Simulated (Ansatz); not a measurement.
**C₂H₇ClSi₂: one species, many methods**

How much do the methods differ for C₂H₇ClSi₂? The plan is to run it at one geometry with functionals of several rungs and with coupled cluster, and see how far each lands from CCSD(T) at the basis-set limit for the atomisation energy.

Method: functionals in def2-TZVPP, the program's frozen cores in correlated methods; program: Ansatz 0.2.0, Gaussian basis.

The runs, in order: PBE-D4, r2SCAN-D4, PBE0-D4, B3LYP-D4, ωB97X-V, ωB97M-V, B2PLYP; CCSD(T)/def2-TZVPP; MP2/def2-QZVPP; extrapolation to the limit.

### 1 The relaxed structure

An earlier PBE0-D4 in a triple-zeta def2 set relaxation fixed the geometry.

SMILES `ClC1C[SiH2][SiH2]1`, 12 atoms, charge 0, spin multiplicity 1.

Atoms are counted from 1 here; the program's logs count them from 0.

Bond lengths: Cl1–C2 1.799 Å, C2–C3 1.539 Å, C2–Si5 1.919 Å, C2–H6 1.089 Å, C3–Si4 1.913 Å, C3–H7 1.092 Å, C3–H8 1.097 Å, Si4–Si5 2.333 Å, Si4–H9 1.484 Å, Si4–H10 1.488 Å, Si5–H11 1.484 Å, Si5–H12 1.492 Å. Angles: Cl1–C2–C3 109.4°, Cl1–C2–Si5 106.5°, Cl1–C2–H6 106.1°, C3–C2–Si5 98.6°, C3–C2–H6 114.8°, Si5–C2–H6 120.9°, C2–C3–Si4 99.4°, C2–C3–H7 113.7°, C2–C3–H8 108.3°, Si4–C3–H7 119.3°, Si4–C3–H8 107.6°, H7–C3–H8 107.8°, C3–Si4–Si5 75.9°, C3–Si4–H9 114.6°, C3–Si4–H10 115.3°, Si5–Si4–H9 117.4°, Si5–Si4–H10 121.3°, H9–Si4–H10 109.0° and more.

### 2 PBE-D4 (GGA)

in.yaml reads:

```yaml
crystal:
  periodic: [false, false, false]
  atoms:
    - {symbol: Cl, position_ang: [-0.852750, 2.204787, 0.358386]}
    - {symbol: C, position_ang: [0.064975, 0.754955, 0.900209]}
    - {symbol: C, position_ang: [-0.806158, -0.500464, 0.716500]}
    - {symbol: Si, position_ang: [-0.490557, -0.830299, -1.141424]}
    - {symbol: Si, position_ang: [1.372045, 0.396862, -0.459066]}
    - {symbol: H, position_ang: [0.367557, 0.954381, 1.927377]}
    - {symbol: H, position_ang: [-1.831330, -0.378611, 1.071668]}
    - {symbol: H, position_ang: [-0.350116, -1.322176, 1.282048]}
    - {symbol: H, position_ang: [-1.449392, -0.164310, -2.058167]}
    - {symbol: H, position_ang: [-0.374902, -2.264091, -1.520998]}
    - {symbol: H, position_ang: [1.978257, 1.577660, -1.122003]}
    - {symbol: H, position_ang: [2.449171, -0.483793, 0.079471]}
basis:
  gaussian: {orbitals: def2-TZVPP}
hamiltonian: {xc: pbe, dispersion: d4}
output: {forces: true, orbitals: {seedname: orbitals}}
```

Command:

```bash
$ ansatz run in.yaml --threads 4 --pin off --events-out ev --progress --plain --max-ram 10444MiB
```

After this run come: r2SCAN-D4 (meta-GGA); PBE0-D4 (hybrid); B3LYP-D4 (hybrid); ωB97X-V (range-separated); ωB97M-V (range-separated); B2PLYP (double hybrid); CCSD(T) in def2-TZVPP; MP2 in def2-QZVPP.

Before running them: what should the planned runs give, taken together? Wanted: atomisation energy, CCSD(T)/CBS; farthest; mean size of error, hybrid; mean size of error, range-separated; gap, smallest and largest; T1 diagnostic; triples share of the correlation energy.

**Answer**, as computed:

| quantity | value |
| --- | --- |
| atomisation energy, CCSD(T)/CBS | 971.2 kcal/mol |
| functionals within 4.9 kcal/mol (0.5 %) | r2SCAN-D4, PBE0-D4, B3LYP-D4, ωB97M-V |
| farthest | B2PLYP (-16.5 kcal/mol) |
| mean size of error, hybrid | 3.5 kcal/mol |
| mean size of error, range-separated | 4.8 kcal/mol |
| gap, smallest and largest | 5.35 eV (PBE-D4), 11.70 eV (ωB97X-V) |
| T1 diagnostic | 0.0116 |
| triples share of the correlation energy | 4.2 % |

**Reading.** PBE-D4 misses by +10.7 kcal/mol. Double hybrids carry the basis error of their MP2 part in triple zeta, and no dispersion term here, so their miss is partly the set-up's. Misses under about 4.9 kcal/mol are within the doubt on the reference itself, which lacks core-valence correlation, relativity and higher excitations. Hartree-Fock recovers 74 % of the binding; the rest is correlation. The gap grows from 5.3 to 11.7 eV across the functionals, mostly with the share of exact exchange.
